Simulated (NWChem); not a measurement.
# GaF (SMILES [F][Ga]): levels of theory compared

Aim: a comparison of 6 runs (HF/def2-TZVPPD, B3LYP/6-31G*, M06-2X/def2-TZVPPD, PBE0/def2-TZVPPD, CCSD(T)/def2-TZVPPD) of GaF. 

Program for the calculation: NWChem 7.3.0.

25 further runs of the same task are left out: 4 that didn't finish, 21 set aside as unsound or not needed. Runs told in other sessions of the task aren't counted.

## (1) The molecule

The species is GaF (2 atoms), meant as a singlet with charge 0. As SMILES, `[F][Ga]`. The F1–Ga2 distance was set to 3.930 Å, away from the relaxed value.

## (2) A single-point energy at HF/def2-TZVPPD (run 1)

input.nw reads:

```
start input
title "FGa hf"
memory 2200 mb

geometry units au noautosym nocenter noautoz
F   0.00000000  0.00000000 -4.03938408
Ga  0.00000000  0.00000000  3.38799548
end

basis spherical bse
* library def2-TZVPPD
end

scf
thresh 1e-08
maxiter 80
noprint "final vectors analysis"
end

task scf energy
```

On the command line:

```console
nwchem input.nw > input.out
```

The program printed:

```text
[...]
  functions       =    94
[...]
  wavefunction    = RHF
[...]
         Total SCF energy =  -2022.616789920530
      One-electron energy =  -2897.737911245542
      Two-electron energy =    837.557402149740
 Nuclear repulsion energy =     37.563719175273
        Time for solution =     16.4s
[...]
```

Wall time 17 s (1 thread of AMD EPYC 9R45 (Zen 5), shared host); peak memory 0.1 GiB.

## (3) A single-point energy at B3LYP/6-31G(d) (spherical functions) (run 2)

nw.nw reads:

```
start nw
title "FGa"
memory 2200 mb
geometry noautosym nocenter noautoz
  F        0.000000       0.000000      -2.137550
  Ga       0.000000       0.000000       1.792850
end
basis spherical bse
  * library 6-31G*
end
dft
  xc b3lyp
  grid xfine
  convergence energy 1e-08
  maxiter 100
  mulliken
end
task dft energy
```

On the command line:

```console
nwchem nw.nw > nw.out
```

The program printed:

```text
[...]
          Wavefunction type:  closed shell.
          No. of atoms     :     2
          No. of electrons :    40
[...]
          Charge           :     0
          Spin multiplicity:     1
[...]
          AO basis - number of functions:    46
[...]
              XC Information
              --------------
                         B3LYP Method XC Potential
                     Hartree-Fock (Exact) Exchange  0.200
                        Slater Exchange Functional  0.800 local
                    Becke 1988 Exchange Functional  0.720 non-local
              Lee-Yang-Parr Correlation Functional  0.810
                  VWN I RPA Correlation Functional  0.190 local
[...]
 d= 0,ls=0.0,diis     1  -2024.1765194280 -2.06D+03  8.73D-02  9.83D-01     0.5
[...]
 d= 0,ls=0.0,diis    27  -2024.3323207833 -3.80D-09  3.79D-06  1.94D-09     7.8
         Total DFT energy =    -2024.332320783308
      One electron energy =    -2896.178120881886
           Coulomb energy =      919.744094344076
    Exchange-Corr. energy =      -85.462016123912
 Nuclear repulsion energy =       37.563721878413
[...]
      Total Density - Mulliken Population Analysis
     ---------------------------------------------
    Atom       Charge   Shell Charges
 -----------   ------   -------------------------------------------------------
    1 F    9     9.50   2.00  0.93  3.24  1.07  2.27  0.00
    2 Ga  31    30.50   2.00  2.00  6.00  2.00  5.99  1.90  0.27  0.11  0.23  6.81  2.94  0.25
[...]
```

Run time: 8.4 s. Hardware: 1 thread of AMD EPYC 9R45 (Zen 5), shared host; peak memory 0.12 GiB.

## (4) A single-point energy at B3LYP/6-31G(d) (Cartesian functions) (run 3)

nw.xyz reads:

```xyz
2
FGa
F      0.000000     0.000000    -2.137550
Ga     0.000000     0.000000     1.792850
```

run.py reads:

```python
from ase.io import read
from ase.calculators.nwchem import NWChem

atoms = read('nw.xyz')

calc = NWChem(
    label='nw',
    theory='dft',
    memory='2200 mb',
    basis='6-31G*',
    dft={'xc': 'b3lyp', 'mult': '1', 'grid': 'xfine', 'convergence': 'energy 1e-08', 'iterations': '100', 'mulliken': None},
    task='energy',
)
atoms.calc = calc

e = atoms.get_potential_energy()
print(f"E = {e:.6f} eV")
print("dipole (e A):", atoms.get_dipole_moment().round(4))
```

On the command line:

```console
export ASE_NWCHEM_COMMAND="nwchem PREFIX.nwi > PREFIX.nwo"
python run.py
```

The program printed:

```text
E = -55085.077721 eV
dipole (e A): [0.    0.    2.063]
```

The calculator wrote nw.nwi:

```
title "nw"

permanent_dir nw

scratch_dir nw

start nw

geometry units angstrom nocenter noautosym noautoz
  F  0.0000000000000000e+00 0.0000000000000000e+00 -2.1375500000000001e+00
  Ga 0.0000000000000000e+00 0.0000000000000000e+00 1.7928500000000001e+00
end

memory 2200 mb

basis noprint
   * library 6-31G*
end

dft
  xc b3lyp
  mult 1
  grid xfine
  convergence energy 1e-08
  iterations 100
  mulliken
end

task dft energy
```

nw.nwo:

```text
Northwest Computational Chemistry Package (NWChem) 7.3.0
             --------------------------------------------------------

           Job information
           ---------------

    nwchem branch   = 7.3.0
    use scalapack   = T
    input           = nw.nwi
    prefix          = nw.
    data base       = nw/nw.db
    status          = startup
    nproc           =        1

           Memory information
           ------------------

    heap     =     72089598 doubles =      550.0 Mbytes
    stack    =     72089595 doubles =      550.0 Mbytes
    global   =    144179200 doubles =     1100.0 Mbytes (distinct from heap & stack)
    total    =    288358393 doubles =     2200.0 Mbytes
    verify   = yes
    hardfail = no

[... 60 lines left out ...]
  convergence criterion.
[... 18 lines left out ...]
          Convergence on density requested:  1.00D-05
[... 24 lines left out ...]
          Convergence Information
[... 58 lines left out ...]
   convergence    iter        energy       DeltaE   RMS-Dens  Diis-err    time
[... 24 lines left out ...]
           Coulomb energy =      919.979731800797
[... 7 lines left out ...]
                       DFT Final Molecular Orbital Analysis
[... 394 lines left out ...]
 center of mass
 --------------
 x =   0.00000000 y =   0.00000000 z =   1.78310741

 moments of inertia (a.u.)
 ------------------
         821.601937898467           0.000000000000           0.000000000000
           0.000000000000         821.601937898467           0.000000000000
           0.000000000000           0.000000000000           0.000000000000

     Multipole analysis of the density
     ---------------------------------

     L   x y z        total         alpha         beta         nuclear
     -   - - -        -----         -----         ----         -------
     0   0 0 0     -0.000000    -20.000000    -20.000000     40.000000

     1   1 0 0      0.000000      0.000000      0.000000      0.000000
[... 8 lines of this table left out ...]
     2   0 0 2    -18.027205   -260.355330   -260.355330    502.683456

 Task  times  cpu:       12.5s     wall:       12.5s
 Total times  cpu:       12.5s     wall:       12.5s
```

It took 14 s on 1 thread of AMD EPYC 9R45 (Zen 5), shared host; peak memory 0.11 GiB.

Runs 4 to 5 aren't shown in full; the table further down has their settings and results.

## (5) A single-point energy at CCSD(T)/def2-TZVPPD (run 6)

sp.nw reads:

```
start sp
memory stack 880 mb heap 220 mb global 1100 mb
charge 0

geometry noautosym nocenter noautoz
 F        0.000000       0.000000      -2.137550
 Ga       0.000000       0.000000       1.792850
end

basis spherical bse
 * library def2-TZVPPD
end

scf
 thresh 1e-08
 maxiter 80
 print medium
end

ccsd
 freeze core 10
 maxiter 60
end

task ccsd(t) energy
```

On the command line:

```console
nwchem sp.nw > sp.out
```

The program printed:

```text
[...]
  functions       =    94
[...]
  wavefunction    = RHF
[...]
         Total SCF energy =  -2022.616789931660
      One-electron energy =  -2897.737916870809
      Two-electron energy =    837.557405060736
 Nuclear repulsion energy =     37.563721878413
        Time for solution =     16.4s
[...]
 Total MP2 energy:          -2023.073850249028055
[...]
             energy      energy      error      ampl     ampl      Block
                                                time     time      time
[...]
 Total CCSD energy:          -2023.070678263865602
[...]
 Total CCSD+T(CCSD) energy:          -2023.093771551224108
[...]
 Total CCSD(T) energy:               -2023.088815037216136
[...]
```

Wall time 2.6 min (1 thread of AMD EPYC 9R45 (Zen 5), shared host); peak memory 0.25 GiB.

## (6) Overview of the runs

```
run                               level  iteration cap   module   energy (Eh)  dipole moment (D) of the reference  wall time
  1                      HF/def2-TZVPPD             80      scf  -2022.616790                               17.08       17 s
  2  B3LYP/6-31G* (spherical functions)            100      dft  -2024.332321                                9.84      8.4 s
  3  B3LYP/6-31G* (Cartesian functions)            100      dft  -2024.339285                                9.91       14 s
  4                  M06-2X/def2-TZVPPD            100      dft  -2024.586833                               15.63       15 s
  5                    PBE0/def2-TZVPPD            100      dft  -2024.282611                               13.71       66 s
  6                 CCSD(T)/def2-TZVPPD             80  ccsd(t)  -2023.088815                                   –    2.6 min
```

## (7) Outcome

| quantity | value |
| --- | --- |
| run 6: total energy | -2023.08882 Eh |
| run 6: HOMO energy (Hartree–Fock orbitals) | -8.87 eV |
| run 6: LUMO energy (Hartree–Fock orbitals) | -1.74 eV |
| run 6: HOMO–LUMO gap (Hartree–Fock orbitals) | 7.13 eV |
| run 6: correlation energy (10 core orbitals frozen) | -472.0 mEh |
| run 6: (T) correction | -18.14 mEh |

**Reading.** Over runs 1, 2, 3, 4, 5 the dipole moment (its size) runs from 9.84 D (B3LYP/6-31G*) to 17.08 D (HF/def2-TZVPPD). The two ends differ in method and basis. Over runs 2, 3, 4, 5 the HOMO–LUMO gap runs from 1.30 eV (B3LYP/6-31G*) to 3.21 eV (M06-2X/def2-TZVPPD). Totals of different functionals can't be ranked against each other. In all runs a closed-shell determinant meets a far-stretched bond; if it breaks into open shells, such a determinant describes it badly, and no broken-symmetry solution was shown. All runs together took 4.6 min, the longest 2.6 min.
